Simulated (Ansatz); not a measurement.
# BSe2: the cost of one run

Computed with Ansatz 0.2.0 (DFT PBE, scalar-relativistic, plane waves, PAW, unless a step's input says otherwise).

## Step 1: The structure to begin with

The structure is monoclinic, space group P2_1/c (No. 14). The conventional cell has a = 7.422 Å, b = 11.257 Å, c = 8.416 Å, α = 90.00°, β = 117.83°, γ = 90.00°. Around B (site symmetry 1) lie 3 Se at 1.93 to 1.96 Å. Around B (site symmetry 1) lie 3 Se at 1.92 to 1.96 Å. Around Se (site symmetry 1) lie 2 B at 1.96 Å. Around Se (site symmetry 1) lie 2 B at 1.93 to 1.95 Å. Se (site symmetry 1) is surrounded by 1 B at 1.92 Å. Se (site symmetry 1) is surrounded by 1 B at 1.93 Å.

Structure file:

```xyz
24
Lattice="7.4224 0.0000 0.0000 0.0000 11.2570 0.0000 -3.9293 0.0000 7.4420" Properties=species:S:1:pos:R:3 pbc="T T T"
B     1.4819    4.1270    1.7250
B     2.0111    7.1299    5.7170
B     3.9758    9.7555    1.9960
B    -0.4827    1.5014    5.4461
B     2.8393    1.4948    1.8734
B     0.6538    9.7621    5.5686
B     2.6184    7.1233    1.8476
B     0.8746    4.1337    5.5945
Se    1.0114    6.0257    1.6594
Se    2.4816    5.2313    5.7826
Se    4.4463    0.3972    2.0616
Se   -0.9532   10.8597    5.3804
Se    3.2613    3.4022    1.9263
Se    0.2318    7.8548    5.5157
Se    2.1964    9.0306    1.7947
Se    1.2966    2.2263    5.6473
Se    1.0310    0.8783    1.6640
Se    2.4621   10.3787    5.7780
Se    4.4267    6.5067    2.0570
Se   -0.9337    4.7502    5.3851
Se   -0.0524    2.9714    1.5654
Se    3.5454    8.2856    5.8767
Se    5.5101    8.5998    2.1557
Se   -2.0170    2.6571    5.2864
```

(A quick probe on a coarse mesh, which set the mesh and smearing, is not shown.)

## Step 3: The relaxation

Contents of input.yaml:

```yaml
crystal:
  lattice:
    - [7.4223515108, 0.0, 0.0]
    - [0.0, 11.25695429, 0.0]
    - [-3.929305625, 0.0, 7.4420431209]
  atoms:
    - { symbol: B, position: [0.32236976, 0.36662039, 0.23179652] }
    - { symbol: B, position: [0.67763024, 0.63337961, 0.76820348] }
    - { symbol: B, position: [0.67763024, 0.86662039, 0.26820348] }
    - { symbol: B, position: [0.32236976, 0.13337961, 0.73179652] }
    - { symbol: B, position: [0.51579605, 0.13279058, 0.25173684] }
    - { symbol: B, position: [0.48420395, 0.86720942, 0.74826316] }
    - { symbol: B, position: [0.48420395, 0.63279058, 0.24826316] }
    - { symbol: B, position: [0.51579605, 0.36720942, 0.75173684] }
    - { symbol: Se, position: [0.25430909, 0.53528529, 0.22297992] }
    - { symbol: Se, position: [0.74569091, 0.46471471, 0.77702008] }
    - { symbol: Se, position: [0.74569091, 0.03528529, 0.27702008] }
    - { symbol: Se, position: [0.25430909, 0.96471471, 0.72297992] }
    - { symbol: Se, position: [0.57641305, 0.30222775, 0.25883956] }
    - { symbol: Se, position: [0.42358695, 0.69777225, 0.74116044] }
    - { symbol: Se, position: [0.42358695, 0.80222775, 0.24116044] }
    - { symbol: Se, position: [0.57641305, 0.19777225, 0.75883956] }
    - { symbol: Se, position: [0.25727536, 0.07801853, 0.22360023] }
    - { symbol: Se, position: [0.74272464, 0.92198147, 0.77639977] }
    - { symbol: Se, position: [0.74272464, 0.57801853, 0.27639977] }
    - { symbol: Se, position: [0.25727536, 0.42198147, 0.72360023] }
    - { symbol: Se, position: [0.10429541, 0.26395859, 0.21034092] }
    - { symbol: Se, position: [0.89570459, 0.73604141, 0.78965908] }
    - { symbol: Se, position: [0.89570459, 0.76395859, 0.28965908] }
    - { symbol: Se, position: [0.10429541, 0.23604141, 0.71034092] }
basis:
  ecutwfc: 420
kpoints:
  mp_grid: { grid: [4, 4, 4] }
hamiltonian:
  xc: pbe
scf:
  occupations: { method: gaussian, width: 0.02 }
output:
  forces: true
  stress: true
  eigenvalues: true
relax:
  adjacent_minimum: "off"
  f_tol: 0.01
  max_steps: 80
  cell: { stress_tol: 0.05 }
```

The run is started by

```
> ansatz run input.yaml --threads 4 --pin off --max-ram 10240MiB --backend cpu --events-out ev --progress --plain --runs-dir out
```

Q: Estimate wall time and peak memory on 4 threads of Intel Xeon Platinum 8259CL at 2.50GHz (Skylake/Cascade Lake), shared host.

About 23 min, with a peak of 4.2 GiB.
